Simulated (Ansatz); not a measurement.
# Co3Si8Ni: the cost of one run

Program: Ansatz 0.2.0. Level of theory: DFT PBE, scalar-relativistic, plane waves, PAW. These are calculated values, not measurements.

2 further runs of the same task are left out: 1 that didn't finish, 1 set aside as unsound or not needed. Runs told in other sessions of the task aren't counted.

**1. The system as given**

The structure is tetragonal, space group P4/mmm (No. 123). The conventional cell has a = 3.795 Å, b = 3.795 Å, c = 10.757 Å, α = 90.00°, β = 90.00°, γ = 90.00°. Co (site symmetry 4/mmm) is surrounded by 8 Si at 2.32 Å. Co (site symmetry 4mm) has 8 Si at 2.30 to 2.34 Å in its first shell of neighbours. Si (site symmetry 2mm) is surrounded by 4 Co at 2.32 to 2.34 Å and 6 Si at 2.66 to 2.68 Å. Si (site symmetry 2mm) has 2 Co at 2.30 Å and 2 Ni at 2.34 Å in its first shell of neighbours. Around Ni (site symmetry 4/mmm) lie 8 Si at 2.34 Å.

Coordinates:

```
CELL_PARAMETERS angstrom
3.79509 0.00000 0.00000
0.00000 3.79509 0.00000
0.00000 0.00000 10.75675
ATOMIC_POSITIONS crystal
Co 0.00000 0.00000 0.00000
Co 0.50000 0.50000 0.25130
Co 0.50000 0.50000 0.74870
Si 0.50000 0.00000 0.12421
Si 0.00000 0.50000 0.37195
Si 0.50000 0.00000 0.62805
Si 0.00000 0.50000 0.87579
Si 0.50000 0.00000 0.37195
Si 0.00000 0.50000 0.62805
Si 0.50000 0.00000 0.87579
Si 0.00000 0.50000 0.12421
Ni 0.00000 0.00000 0.50000
```

It is the end of an earlier relaxation with the same method, from a generated guess; it needn't be the stable form of this composition. At a tolerance of 0.05 Å it has space group P4/mmm (No. 123); it has 12.91 Å³/atom, an uncorrected energy of -0.46 eV/atom over the elements.

**2. Bands, states and charges**

File input.yaml:

```yaml
crystal:
  lattice:
    - [3.7950919, 0.0, 0.0]
    - [0.0, 3.7950919, 0.0]
    - [0.0, 0.0, 10.7567548]
  atoms:
    - { symbol: Co, position: [0.0, 0.0, 0.0] }
    - { symbol: Co, position: [0.5, 0.5, 0.251299] }
    - { symbol: Co, position: [0.5, 0.5, 0.748701] }
    - { symbol: Si, position: [0.5, 0.0, 0.124207] }
    - { symbol: Si, position: [0.0, 0.5, 0.37195] }
    - { symbol: Si, position: [0.5, 0.0, 0.62805] }
    - { symbol: Si, position: [0.0, 0.5, 0.875793] }
    - { symbol: Si, position: [0.5, 0.0, 0.37195] }
    - { symbol: Si, position: [0.0, 0.5, 0.62805] }
    - { symbol: Si, position: [0.5, 0.0, 0.875793] }
    - { symbol: Si, position: [0.0, 0.5, 0.124207] }
    - { symbol: Ni, position: [0.0, 0.0, 0.5] }
basis:
  ecutwfc: 420
kpoints:
  mp_grid: { grid: [10, 10, 4] }
  band_path:
    path:
      - [[0.0, 0.0, 0.0], [0.0, 0.5, 0.0], [0.5, 0.5, 0.0], [0.0, 0.0, 0.0], [0.0, 0.0, 0.5], [0.0, 0.5, 0.5], [0.5, 0.5, 0.5], [0.0, 0.0, 0.5]]
      - [[0.0, 0.5, 0.0], [0.0, 0.5, 0.5]]
      - [[0.5, 0.5, 0.0], [0.5, 0.5, 0.5]]
    npoints: 10
hamiltonian:
  xc: pbe
scf:
  occupations: { method: gaussian, width: 0.1 }
  n_extra_bands: 30
output:
  forces: true
  stress: true
  eigenvalues: true
  populations: true
  dos: { projected: true, de: 0.02, nscf_kmesh: { grid: [12, 12, 5] } }
  bader: false
  write_density: true
  write_potential: true
  elf: true
  volumetric_format: npy
```

The run is started by

```
$ ansatz run input.yaml --threads 4 --pin off --max-ram 8192MiB --backend cpu --events-out ev --progress --plain --runs-dir out
```

Q: Estimate wall time and peak memory on 4 threads of Arm Neoverse V2, shared host.

About 39 s, with a peak of 1.2 GiB.
